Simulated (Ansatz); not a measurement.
# ScGaTe3: the cost of one run

Method: DFT PBE, scalar-relativistic, plane waves, PAW, in Ansatz 0.2.0.

## 1. The starting structure

Symmetry: Cmmm, No. 65, orthorhombic system. The conventional cell has a = 4.982 Å, b = 7.321 Å, c = 8.670 Å, α = 90.00°, β = 90.00°, γ = 90.00°. Around Sc (site symmetry mmm) lie 4 Te at 2.49 to 2.75 Å. Around Ga (site symmetry mmm) lie 4 Te at 2.95 Å. Te (site symmetry mm2) has 1 Sc at 2.75 Å and 2 Ga at 2.95 Å in its first shell of neighbours. Te (site symmetry mmm) is surrounded by 2 Sc at 2.49 Å.

Coordinates:

```cif
data_structure
_symmetry_space_group_name_H-M 'Cmmm'
_symmetry_Int_Tables_number 65
_cell_length_a 4.9821
_cell_length_b 7.3211
_cell_length_c 8.6698
_cell_angle_alpha 90.000
_cell_angle_beta 90.000
_cell_angle_gamma 90.000
_cell_volume 316.22
loop_
_atom_site_label
_atom_site_type_symbol
_atom_site_symmetry_multiplicity
_atom_site_Wyckoff_symbol
_atom_site_fract_x
_atom_site_fract_y
_atom_site_fract_z
_atom_site_occupancy
Sc1 Sc 2 b 0.50000 0.00000 0.00000 1
Ga1 Ga 2 d 0.00000 0.00000 0.50000 1
Te1 Te 4 l 0.50000 0.00000 0.31715 1
Te2 Te 2 a 0.00000 0.00000 0.00000 1
```

Recipe of the guess: random cell by space group and Wyckoff sites (Cmmm, No. 65). Its size is a rough estimate.

## 2. Probe: one point on a coarse mesh

input.yaml

```yaml
crystal:
  lattice:
    - [2.49102574, -3.66052932, 0.0]
    - [2.49102574, 3.66052932, 0.0]
    - [0.0, 0.0, 8.66980511]
  atoms:
    - { symbol: Sc, position: [0.5, 0.5, 0.0] }
    - { symbol: Ga, position: [0.0, 0.0, 0.5] }
    - { symbol: Te, position: [0.5, 0.5, 0.31715207] }
    - { symbol: Te, position: [0.5, 0.5, 0.68284793] }
    - { symbol: Te, position: [0.0, 0.0, 0.0] }
basis:
  ecutwfc: 420
kpoints:
  mp_grid: { grid: [4, 4, 2] }
hamiltonian:
  xc: pbe
scf:
  occupations: { method: gaussian, width: 0.1 }
  lower_state_search: "off"
output:
  forces: true
  stress: true
  eigenvalues: true
```

Launch:

```sh
$ ansatz run input.yaml --threads 1 --pin off --max-ram 2560MiB --backend cpu --events-out ev --progress --plain --runs-dir out
```

What time and memory should one allow on 1 thread of Intel Xeon at 2.50GHz (Skylake/Cascade Lake), shared host?

About 13 s, with a peak of 0.47 GiB.
